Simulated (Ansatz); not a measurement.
# SnF: the cost of one run

Computed with Ansatz 0.2.0 (DFT PBE, scalar-relativistic, plane waves, PAW, unless a step's input says otherwise).

2 further runs of the same task are left out: 1 that didn't finish, 1 set aside as unsound or not needed.

## Step 1: The structure to begin with

Symmetry: P4/mmm, No. 123, tetragonal system. The conventional cell has a = 3.108 Å, b = 3.108 Å, c = 4.443 Å, α = 90.00°, β = 90.00°, γ = 90.00°. Sn (site symmetry 4/mmm) has 2 F at 2.22 Å as nearest neighbours. F (site symmetry 4/mmm) is surrounded by 2 Sn at 2.22 Å.

Coordinates:

```xyz
2
Lattice="3.1081 0.0000 0.0000 0.0000 3.1081 0.0000 0.0000 0.0000 4.4426" Properties=species:S:1:pos:R:3 pbc="T T T"
Sn    0.0000    0.0000    0.0000
F     0.0000    0.0000    2.2213
```

The cell was relaxed beforehand at this level, from a generated guess; it is a trial structure. At a tolerance of 0.05 Å it has space group P4/mmm (No. 123); it has 21.46 Å³/atom, an uncorrected energy of -1.50 eV/atom over the elements.

## Step 2: Bands, states and charges

Input file input.yaml:

```yaml
crystal:
  lattice:
    - [3.1080562024, 0.0, 0.0]
    - [0.0, 3.1080562024, 0.0]
    - [0.0, 0.0, 4.4426017923]
  atoms:
    - { symbol: Sn, position: [0.0, 0.0, 0.0] }
    - { symbol: F, position: [0.0, 0.0, 0.5] }
basis:
  ecutwfc: 420
kpoints:
  mp_grid: { grid: [18, 18, 12] }
  band_path:
    path:
      - [[0.0, 0.0, 0.0], [0.0, 0.5, 0.0], [0.5, 0.5, 0.0], [0.0, 0.0, 0.0], [0.0, 0.0, 0.5], [0.0, 0.5, 0.5], [0.5, 0.5, 0.5], [0.0, 0.0, 0.5]]
      - [[0.0, 0.5, 0.0], [0.0, 0.5, 0.5]]
      - [[0.5, 0.5, 0.0], [0.5, 0.5, 0.5]]
    npoints: 14
hamiltonian:
  xc: pbe
scf:
  occupations: { method: gaussian, width: 0.1 }
  n_extra_bands: 6
output:
  forces: true
  stress: true
  eigenvalues: true
  populations: true
  dos: { projected: true, de: 0.02, nscf_kmesh: { grid: [22, 22, 15] } }
  bader: true
  write_density: true
  write_potential: true
  elf: true
  volumetric_format: npy
```

The run is started by

```bash
ansatz run input.yaml --threads 1 --pin off --max-ram 2560MiB --backend cpu --events-out ev --progress --plain --runs-dir out
```

Q: Estimate wall time and peak memory on 1 thread of Arm Neoverse V2, shared host.

About 34 s, with a peak of 0.55 GiB.
